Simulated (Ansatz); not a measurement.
# Te3Pb4Se: the cost of one run

Computed with Ansatz 0.2.0 (DFT PBE, scalar-relativistic, plane waves, PAW, unless a step's input says otherwise).

## Step 1: Starting point

The structure is tetragonal, space group P4/mmm (No. 123). The conventional cell has a = 4.489 Å, b = 4.489 Å, c = 12.698 Å, α = 90.00°, β = 90.00°, γ = 90.00°. Around Te (site symmetry 4mm) lie 6 Pb at 3.17 Å. Te (site symmetry 4/mmm) is surrounded by 6 Pb at 3.17 Å. Around Pb (site symmetry 4mm) lie 5 Te at 3.17 Å and 1 Se at 3.17 Å. Around Pb (site symmetry 4/mmm) lie 6 Te at 3.17 Å. Pb (site symmetry 4/mmm) has 4 Se at 3.17 Å and 2 Te at 3.17 Å as nearest neighbours. Se (site symmetry 4/mmm) is surrounded by 6 Pb at 3.17 Å.

As a file:

```
CELL_PARAMETERS angstrom
4.48940 0.00000 0.00000
0.00000 4.48940 0.00000
0.00000 0.00000 12.69793
ATOMIC_POSITIONS crystal
Te 0.50000 0.50000 0.25000
Te 0.00000 0.00000 0.50000
Te 0.50000 0.50000 0.75000
Pb 0.00000 0.00000 0.25000
Pb 0.50000 0.50000 0.50000
Pb 0.00000 0.00000 0.75000
Pb 0.50000 0.50000 0.00000
Se 0.00000 0.00000 0.00000
```

The start is an ordering of an alloy on its end members' structure types: elements ordered on the sites of the TePb type, Te/Se on Te (P4/mmm, No. 123).

## Step 2: Probe: one point on a coarse mesh

The input, input.yaml:

```yaml
crystal:
  lattice:
    - [4.48939545, 0.0, 0.0]
    - [0.0, 4.48939545, 0.0]
    - [0.0, 0.0, 12.69792787]
  atoms:
    - { symbol: Te, position: [0.5, 0.5, 0.25] }
    - { symbol: Te, position: [0.0, 0.0, 0.5] }
    - { symbol: Te, position: [0.5, 0.5, 0.75] }
    - { symbol: Pb, position: [0.0, 0.0, 0.25] }
    - { symbol: Pb, position: [0.5, 0.5, 0.5] }
    - { symbol: Pb, position: [0.0, 0.0, 0.75] }
    - { symbol: Pb, position: [0.5, 0.5, 0.0] }
    - { symbol: Se, position: [0.0, 0.0, 0.0] }
basis:
  ecutwfc: 420
kpoints:
  mp_grid: { grid: [4, 4, 2] }
hamiltonian:
  xc: pbe
scf:
  occupations: { method: gaussian, width: 0.1 }
  lower_state_search: "off"
output:
  forces: true
  stress: true
  eigenvalues: true
```

Started as:

```console
$ ansatz run input.yaml --threads 1 --pin off --max-ram 2560MiB --backend cpu --events-out ev --progress --plain --runs-dir out
```

Q: Estimate wall time and peak memory on 1 thread of Intel Xeon Platinum 8488C (Sapphire Rapids), shared host.

About 9.3 s, with a peak of 0.61 GiB.
